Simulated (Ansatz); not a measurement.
# C₂H₉NOSn: a ladder of functionals and wavefunction methods

Aim: compute C₂H₉NOSn with functionals from several rungs and with coupled cluster. The yardstick is the atomisation energy at the CCSD(T) limit.

Program: Ansatz 0.2.0, Gaussian basis. Level of theory: functionals in def2-TZVPP, the program's frozen cores in correlated methods. These are calculated values, not measurements.

Plan: PBE-D4, r2SCAN-D4, PBE0-D4, B3LYP-D4, ωB97X-V, ωB97M-V, B2PLYP; CCSD(T)/def2-TZVPP; MP2/def2-QZVPP; extrapolation to the limit.

**1. Structure used throughout**

All runs share one geometry, relaxed beforehand with PBE0-D4 in a triple-zeta def2 set. Sn takes the def2 core potential; no spin-orbit term is included.

SMILES `C[O][SnH]([CH3])[NH2]`, 14 atoms, charge 0, spin multiplicity 1.

Atoms are counted from 1 here; the program's logs count them from 0.

Bond lengths: C1–O2 1.400 Å, C1–H6 1.095 Å, C1–H7 1.101 Å, C1–H8 1.101 Å, O2–Sn3 1.980 Å, Sn3–C4 2.127 Å, Sn3–N5 2.014 Å, Sn3–H9 1.711 Å, C4–H10 1.090 Å, C4–H11 1.090 Å, C4–H12 1.090 Å, N5–H13 1.012 Å, N5–H14 1.012 Å. Angles: O2–C1–H6 108.8°, O2–C1–H7 112.8°, O2–C1–H8 112.7°, H6–C1–H7 107.3°, H6–C1–H8 107.3°, H7–C1–H8 107.6°, C1–O2–Sn3 119.8°, O2–Sn3–C4 107.9°, O2–Sn3–N5 107.1°, O2–Sn3–H9 106.5°, C4–Sn3–N5 109.3°, C4–Sn3–H9 116.5°, N5–Sn3–H9 109.2°, Sn3–C4–H10 110.0°, Sn3–C4–H11 110.1°, Sn3–C4–H12 109.2°, H10–C4–H11 109.2°, H10–C4–H12 109.3° and more.

**2. PBE-D4 (GGA)**

File in.yaml:

```yaml
crystal:
  periodic: [false, false, false]
  atoms:
    - {symbol: C, position_ang: [-1.085963, -0.005594, -2.064991]}
    - {symbol: O, position_ang: [-1.222453, 0.289891, -0.703414]}
    - {symbol: Sn, position_ang: [0.035368, -0.501452, 0.605468]}
    - {symbol: C, position_ang: [1.900663, 0.502302, 0.409370]}
    - {symbol: N, position_ang: [-0.718813, -0.148903, 2.438861]}
    - {symbol: H, position_ang: [-1.921880, 0.446488, -2.608965]}
    - {symbol: H, position_ang: [-1.106357, -1.086722, -2.271663]}
    - {symbol: H, position_ang: [-0.157589, 0.398192, -2.496952]}
    - {symbol: H, position_ang: [0.041754, -2.188076, 0.315629]}
    - {symbol: H, position_ang: [2.608021, 0.122140, 1.146394]}
    - {symbol: H, position_ang: [2.306672, 0.347227, -0.590161]}
    - {symbol: H, position_ang: [1.752343, 1.570195, 0.570137]}
    - {symbol: H, position_ang: [-0.811921, 0.835555, 2.653752]}
    - {symbol: H, position_ang: [-1.619856, -0.581242, 2.596536]}
basis:
  gaussian: {orbitals: def2-TZVPP}
hamiltonian: {xc: pbe, dispersion: d4}
output: {forces: true, orbitals: {seedname: orbitals}}
```

The run is started by

```sh
$ ansatz run in.yaml --threads 2 --pin off --events-out ev --progress --plain --max-ram 22528MiB --backend cuda --devices 0, --max-vram 18GiB
```

The runs that follow: r2SCAN-D4 (meta-GGA); PBE0-D4 (hybrid); B3LYP-D4 (hybrid); ωB97X-V (range-separated); ωB97M-V (range-separated); B2PLYP (double hybrid); CCSD(T) in def2-TZVPP; MP2 in def2-QZVPP.

**Question.** What will the summary of the whole plan be? Wanted: atomisation energy, CCSD(T)/CBS; farthest; mean size of error, hybrid; mean size of error, range-separated; gap, smallest and largest; T1 diagnostic; triples share of the correlation energy.

As calculated:

| quantity | value |
| --- | --- |
| atomisation energy, CCSD(T)/CBS | 50.164 eV |
| functionals within 0.502 eV (1.0 %) | PBE-D4, r2SCAN-D4, B3LYP-D4, ωB97X-V, ωB97M-V |
| farthest | B2PLYP (-0.887 eV) |
| mean size of error, hybrid | 0.416 eV |
| mean size of error, range-separated | 0.153 eV |
| gap, smallest and largest | 4.88 eV (PBE-D4), 11.75 eV (ωB97X-V) |
| T1 diagnostic | 0.0124 |
| triples share of the correlation energy | 3.5 % |

**Reading.** PBE-D4 misses by +0.430 eV. Double hybrids carry the basis error of their MP2 part in triple zeta, and no dispersion term here, so their miss is partly the set-up's. Misses under about 0.502 eV are within the doubt on the reference itself, which lacks core-valence correlation, spin-orbit coupling and higher excitations, and its outer-core shells are covered unevenly. All levels share the lack of spin-orbit coupling, which lowers the free heavy atoms and so the true binding. Hartree-Fock recovers 70 % of the binding; the rest is correlation. Orbital gaps span 4.9 to 11.7 eV; exact exchange widens them. Correlated methods include outer-core shells of Sn, which these sets cover unevenly.
